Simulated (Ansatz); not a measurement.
# ClF2H3OSi2: up Jacob's ladder to CCSD(T)

An exercise on one series of results from a longer session: the logs are not shown, and one member is left open.

Program: Ansatz 0.2.0, Gaussian basis. Level of theory: functionals in def2-TZVPP, the program's frozen cores in correlated methods. These are calculated values, not measurements.

The runs, in order: LDA (SPW92), PBE-D4, revPBE-D4, BLYP-D4, r2SCAN-D4, B97M-V, PBE0-D4, B3LYP-D4, r2SCANh-D4, r2SCAN0-D4, HSE06-D4, BHLYP-D4, CAM-B3LYP-D4, LC-ωPBE, ωB97X-V, ωB97M-V, B2PLYP, PBE-QIDH; CCSD(T)/def2-SVP; CCSD(T)/def2-TZVPP; MP2/def2-QZVPP; extrapolation to the limit; RPA on PBE.

## The geometry

The geometry comes from an earlier relaxation with PBE0-D4 in a triple-zeta def2 set; it is a stationary point, not always the lowest conformer.

SMILES `F[Si](F)(Cl)O[SiH3]`, 9 atoms, charge 0, spin multiplicity 1.

Atoms are counted from 1 here; the program's logs count them from 0.

Bond lengths: F1–Si2 1.574 Å, Si2–F3 1.574 Å, Si2–Cl4 2.011 Å, Si2–O5 1.587 Å, O5–Si6 1.645 Å, Si6–H7 1.480 Å, Si6–H8 1.482 Å, Si6–H9 1.482 Å. Angles: F1–Si2–F3 107.0°, F1–Si2–Cl4 108.9°, F1–Si2–O5 110.5°, F3–Si2–Cl4 108.9°, F3–Si2–O5 110.5°, Cl4–Si2–O5 110.9°, Si2–O5–Si6 158.2°, O5–Si6–H7 107.7°, O5–Si6–H8 109.1°, O5–Si6–H9 109.1°, H7–Si6–H8 110.4°, H7–Si6–H9 110.4°, H8–Si6–H9 110.2°.

Set-up of the first run:

The input, in.yaml:

```yaml
crystal:
  periodic: [false, false, false]
  atoms:
    - {symbol: F, position_ang: [-2.046894, -1.352671, 0.128683]}
    - {symbol: Si, position_ang: [-0.915455, -0.877508, -0.857176]}
    - {symbol: F, position_ang: [-0.051962, -2.145258, -1.210917]}
    - {symbol: Cl, position_ang: [-1.768034, -0.179570, -2.539641]}
    - {symbol: O, position_ang: [-0.014567, 0.237135, -0.174854]}
    - {symbol: Si, position_ang: [1.002290, 0.917486, 0.924522]}
    - {symbol: H, position_ang: [1.264225, 2.309306, 0.493533]}
    - {symbol: H, position_ang: [2.264819, 0.141922, 0.961357]}
    - {symbol: H, position_ang: [0.354179, 0.902857, 2.257394]}
basis:
  gaussian: {orbitals: def2-TZVPP}
hamiltonian: {xc: lda}
output: {orbitals: {seedname: orbitals}}
```

On the command line:

```console
> ansatz run in.yaml --threads 4 --pin off --events-out ev --progress --plain --max-ram 10444MiB
```

Steps of the session up to this table: LDA; PBE-D4 (GGA); revPBE-D4 (GGA); BLYP-D4 (GGA); r2SCAN-D4 (meta-GGA); B97M-V (meta-GGA); PBE0-D4 (hybrid); B3LYP-D4 (hybrid); r2SCANh-D4 (hybrid); r2SCAN0-D4 (hybrid); HSE06-D4 (hybrid); BHLYP-D4 (hybrid); CAM-B3LYP-D4 (range-separated); LC-ωPBE (range-separated); ωB97X-V (range-separated); ωB97M-V (range-separated); B2PLYP (double hybrid); PBE-QIDH (double hybrid).

One table of the session follows, with a row left open; its other results are not shown here.

It belongs to the step «Orbital energies across the functionals». 

| functional | HOMO (eV) | gap (eV) |
| --- | --- | --- |
| LDA (SPW92) | -8.19 | 6.71 |
| PBE-D4 | -8.09 | 6.89 |
| revPBE-D4 | -8.04 | 6.98 |
| BLYP-D4 | -7.97 | 6.91 |
| r2SCAN-D4 | -8.48 | 7.73 |
| B97M-V | ? | ? |
| PBE0-D4 | -9.56 | 9.26 |
| B3LYP-D4 | -9.32 | 8.79 |
| r2SCANh-D4 | -9.01 | 8.56 |
| r2SCAN0-D4 | -9.82 | 9.78 |
| HSE06-D4 | -9.16 | 8.48 |
| BHLYP-D4 | -10.94 | 11.50 |
| CAM-B3LYP-D4 | -10.98 | 11.65 |
| LC-ωPBE | -12.37 | 14.28 |
| ωB97X-V | -12.01 | 13.75 |
| ωB97M-V | -11.84 | 13.24 |

Estimate the missing values for B97M-V.

As computed: HOMO (eV): -8.57; gap (eV): 7.57. In the column «HOMO (eV)» it lies between r2SCANh-D4 (-9.01) and r2SCAN-D4 (-8.48).
